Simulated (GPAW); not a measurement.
Here is a GPAW 26.7.0 calculation.

run.py

```python
from ase import Atoms
from ase.dft.bandgap import bandgap
from ase.io import write
from ase.units import GPa
from gpaw import GPAW, PW

atoms = Atoms(['Sb', 'Sb', 'S', 'S', 'S', 'S'],
              cell=[[-3.030715, 3.030715, 5.797597],
                    [3.030715, -3.030715, 5.797597],
                    [3.030715, 3.030715, -5.797597]],
              scaled_positions=[[0.0, 0.0, 0.0],
                                [0.75, 0.25, 0.5],
                                [0.649029, 0.125, 0.024029],
                                [0.375, 0.350971, 0.475971],
                                [0.100971, 0.625, 0.975971],
                                [0.875, 0.899029, 0.524029]],
              pbc=True)

calc = GPAW(mode=PW(450),
            xc='PBE',
            kpts={'size': (5, 5, 5), 'gamma': True},
            occupations={'name': 'fermi-dirac', 'width': 0.05},
            nbands=44,
            maxiter=120,
            txt='gpaw.txt')
atoms.calc = calc
energy = atoms.get_potential_energy()
forces = atoms.get_forces()
stress = atoms.get_stress()
calc.write('gs.gpw')
write('result.traj', atoms)
print(f'Energy: {energy:.6f} eV')
print('Forces (eV/A):')
print(forces.round(4))
print('Stress (GPa):', (stress / GPa).round(3))
print('Fermi level:', round(calc.get_fermi_level(), 4), 'eV')
print(f'Gap: {bandgap(calc)[0]:.4f} eV, direct: {bandgap(calc, direct=True)[0]:.4f} eV')
```

Potentials or basis: GPAW PAW data sets (gpaw-data 1.2.1), pw.

Run with:

```sh
$ OMP_NUM_THREADS=1 python run.py
```

(1) Predict the largest force.

(2) Predict the band gap on the k mesh.

(3) What does it give for the pressure?

Results:

(1) 0.055 eV/Å.

(2) none (metal or under the smearing width).

(3) -0.6 GPa.

Caveat: the cutoff is short for stress and forces, so pressures can be off by a GPa or more.
